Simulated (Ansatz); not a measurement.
**BH7O2Si2: up Jacob's ladder to CCSD(T)**

The task here is to estimate one member of a computed series from the others.

The runs use Ansatz 0.2.0, Gaussian basis; functionals in def2-TZVPP, the program's frozen cores in correlated methods.

The runs, in order: PBE-D4, r2SCAN-D4, PBE0-D4, B3LYP-D4, ωB97X-V, ωB97M-V, B2PLYP; CCSD(T)/def2-TZVPP; MP2/def2-QZVPP; extrapolation to the limit.

### The relaxed structure

All runs share one geometry, relaxed beforehand with PBE0-D4 in a triple-zeta def2 set.

SMILES `BO[SiH](O)[SiH3]`, 12 atoms, charge 0, spin multiplicity 1.

Atoms are counted from 1 here; the program's logs count them from 0.

Bond lengths: B1–O2 1.346 Å, B1–H6 1.198 Å, B1–H7 1.205 Å, O2–Si3 1.663 Å, Si3–O4 1.639 Å, Si3–Si5 2.343 Å, Si3–H8 1.487 Å, O4–H9 0.959 Å, Si5–H10 1.488 Å, Si5–H11 1.487 Å, Si5–H12 1.486 Å. Angles: O2–B1–H6 118.4°, O2–B1–H7 120.1°, H6–B1–H7 121.5°, B1–O2–Si3 131.8°, O2–Si3–O4 109.5°, O2–Si3–Si5 112.3°, O2–Si3–H8 104.4°, O4–Si3–Si5 106.5°, O4–Si3–H8 110.5°, Si5–Si3–H8 113.7°, Si3–O4–H9 118.4°, Si3–Si5–H10 108.5°, Si3–Si5–H11 110.1°, Si3–Si5–H12 111.2°, H10–Si5–H11 108.6°, H10–Si5–H12 109.1°, H11–Si5–H12 109.3°.

Geometry (Å):

```xyz
12
BH7O2Si2
B    -0.8171    1.9630   -0.4317
O    -1.3094    0.8376    0.1183
Si   -0.6345   -0.6609    0.3706
O    -0.4435   -0.9113    1.9793
Si    1.4951   -0.8482   -0.5893
H    -1.5152    2.9367   -0.4602
H     0.3000    1.9752   -0.8844
H    -1.6294   -1.6135   -0.1899
H    -1.2275   -1.0143    2.5217
H     1.9798   -2.2412   -0.3935
H     1.4242   -0.5726   -2.0492
H     2.4546    0.0943    0.0424
```

The first run:

File in.yaml:

```yaml
crystal:
  periodic: [false, false, false]
  atoms:
    - {symbol: B, position_ang: [-0.817147, 1.963001, -0.431690]}
    - {symbol: O, position_ang: [-1.309423, 0.837615, 0.118303]}
    - {symbol: Si, position_ang: [-0.634483, -0.660925, 0.370553]}
    - {symbol: O, position_ang: [-0.443473, -0.911296, 1.979348]}
    - {symbol: Si, position_ang: [1.495103, -0.848240, -0.589288]}
    - {symbol: H, position_ang: [-1.515231, 2.936728, -0.460185]}
    - {symbol: H, position_ang: [0.300021, 1.975172, -0.884433]}
    - {symbol: H, position_ang: [-1.629403, -1.613506, -0.189901]}
    - {symbol: H, position_ang: [-1.227451, -1.014267, 2.521734]}
    - {symbol: H, position_ang: [1.979802, -2.241215, -0.393529]}
    - {symbol: H, position_ang: [1.424176, -0.572583, -2.049241]}
    - {symbol: H, position_ang: [2.454609, 0.094314, 0.042429]}
basis:
  gaussian: {orbitals: def2-TZVPP}
hamiltonian: {xc: pbe, dispersion: d4}
output: {forces: true, orbitals: {seedname: orbitals}}
```

Run with:

```sh
> ansatz run in.yaml --threads 4 --pin off --events-out ev --progress --plain --max-ram 10444MiB
```

Among the steps run: PBE-D4 (GGA); r2SCAN-D4 (meta-GGA); PBE0-D4 (hybrid); B3LYP-D4 (hybrid); ωB97X-V (range-separated); ωB97M-V (range-separated); B2PLYP (double hybrid); CCSD(T) in def2-TZVPP; MP2 in def2-QZVPP.

One table of the session follows, with a row left open; its other results are not shown here.

| method | atomisation energy (kJ/mol) |
| --- | --- |
| PBE-D4 | ? |
| r2SCAN-D4 | 4263.8 |
| PBE0-D4 | 4206.7 |
| B3LYP-D4 | 4253.4 |
| ωB97X-V | 4278.4 |
| ωB97M-V | 4267.3 |
| B2PLYP | 4210.0 |
| HF/def2-TZVPP | 3200.3 |
| MP2/def2-TZVPP | 4205.2 |
| CCSD/def2-TZVPP | 4101.7 |
| CCSD(T)/def2-TZVPP | 4150.6 |
| MP2/CBS | 4319.6 |
| CCSD(T)/CBS | 4265.0 |

Estimate the missing values for PBE-D4.

**Answer.** atomisation energy (kJ/mol): 4258.6. In the column «atomisation energy (kJ/mol)» it lies between B3LYP-D4 (4253.4) and r2SCAN-D4 (4263.8).

To keep in mind: Free atoms (1 B, 2 O, 2 Si, 7 H) were run apart at each level; the atomisation energy is their sum less the molecule, without zero-point or spin-orbit terms.
